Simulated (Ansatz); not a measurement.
**CH₃F₂InS: a ladder of functionals and wavefunction methods**

The task here is to estimate one member of a computed series from the others.

Method: functionals in def2-TZVPP, the program's frozen cores in correlated methods; program: Ansatz 0.2.0, Gaussian basis.

The runs, in order: LDA (SPW92), PBE-D4, revPBE-D4, BLYP-D4, r2SCAN-D4, B97M-V, PBE0-D4, B3LYP-D4, r2SCANh-D4, r2SCAN0-D4, HSE06-D4, BHLYP-D4, CAM-B3LYP-D4, LC-ωPBE, ωB97X-V, ωB97M-V, B2PLYP, PBE-QIDH; CCSD(T)/def2-SVP; CCSD(T)/def2-TZVPP; MP2/def2-QZVPP; extrapolation to the limit; RPA on PBE.

## The relaxed structure

An earlier PBE0-D4 in a triple-zeta def2 set relaxation fixed the geometry. In takes the def2 core potential; no spin-orbit term is included.

SMILES `C[S][In]([F])[F]`, 8 atoms, charge 0, spin multiplicity 1.

Atoms are counted from 1 here; the program's logs count them from 0.

Bond lengths: C1–S2 1.824 Å, C1–H6 1.088 Å, C1–H7 1.090 Å, C1–H8 1.088 Å, S2–In3 2.338 Å, In3–F4 1.942 Å, In3–F5 1.931 Å. Angles: S2–C1–H6 111.6°, S2–C1–H7 105.2°, S2–C1–H8 111.7°, H6–C1–H7 109.0°, H6–C1–H8 110.1°, H7–C1–H8 109.0°, C1–S2–In3 100.6°, S2–In3–F4 120.2°, S2–In3–F5 128.6°, F4–In3–F5 111.2°.

The first run:

File in.yaml:

```yaml
crystal:
  periodic: [false, false, false]
  atoms:
    - {symbol: C, position_ang: [-0.473918, -0.628520, 1.253422]}
    - {symbol: S, position_ang: [0.670333, 0.764958, 0.979351]}
    - {symbol: In, position_ang: [0.669130, 0.868821, -1.356461]}
    - {symbol: F, position_ang: [-0.403573, -0.378200, -2.388270]}
    - {symbol: F, position_ang: [1.631899, 2.081225, -2.509965]}
    - {symbol: H, position_ang: [-1.469636, -0.410909, 0.873144]}
    - {symbol: H, position_ang: [-0.525533, -0.747669, 2.335807]}
    - {symbol: H, position_ang: [-0.098701, -1.549696, 0.812973]}
basis:
  gaussian: {orbitals: def2-TZVPP}
hamiltonian: {xc: lda}
output: {orbitals: {seedname: orbitals}}
```

Run with:

```bash
$ ansatz run in.yaml --threads 4 --pin off --events-out ev --progress --plain --max-ram 10444MiB
```

Among the steps run: LDA; PBE-D4 (GGA); revPBE-D4 (GGA); BLYP-D4 (GGA); r2SCAN-D4 (meta-GGA); B97M-V (meta-GGA); B3LYP-D4 (hybrid); r2SCANh-D4 (hybrid); r2SCAN0-D4 (hybrid); HSE06-D4 (hybrid); BHLYP-D4 (hybrid); CAM-B3LYP-D4 (range-separated); LC-ωPBE (range-separated); ωB97X-V (range-separated); ωB97M-V (range-separated); B2PLYP (double hybrid); PBE-QIDH (double hybrid).

One table of the session follows, with a row left open; its other results are not shown here.

It belongs to the step «Frontier levels by functional». 

| functional | HOMO (eV) | LUMO (eV) | gap (eV) |
| --- | --- | --- | --- |
| LDA (SPW92) | -6.78 | -3.66 | 3.12 |
| PBE-D4 | -6.61 | -3.32 | 3.29 |
| revPBE-D4 | ? | ? | ? |
| BLYP-D4 | -6.48 | -3.29 | 3.19 |
| r2SCAN-D4 | -6.88 | -3.11 | 3.77 |
| B97M-V | -6.93 | -3.19 | 3.74 |
| PBE0-D4 | -7.84 | -2.44 | 5.41 |
| B3LYP-D4 | -7.63 | -2.78 | 4.85 |
| r2SCANh-D4 | -7.33 | -2.79 | 4.54 |
| r2SCAN0-D4 | -8.02 | -2.31 | 5.71 |
| HSE06-D4 | -7.44 | -2.81 | 4.63 |
| BHLYP-D4 | -8.95 | -1.60 | 7.35 |
| CAM-B3LYP-D4 | -9.18 | -1.52 | 7.66 |
| LC-ωPBE | -10.52 | -0.18 | 10.34 |
| ωB97X-V | -10.17 | -0.35 | 9.81 |
| ωB97M-V | -10.02 | -0.51 | 9.51 |

Q: Estimate the row for revPBE-D4 from the others.

**Answer.** HOMO (eV): -6.54; LUMO (eV): -3.18; gap (eV): 3.37. In the column «HOMO (eV)» it lies between PBE-D4 (-6.61) and BLYP-D4 (-6.48).
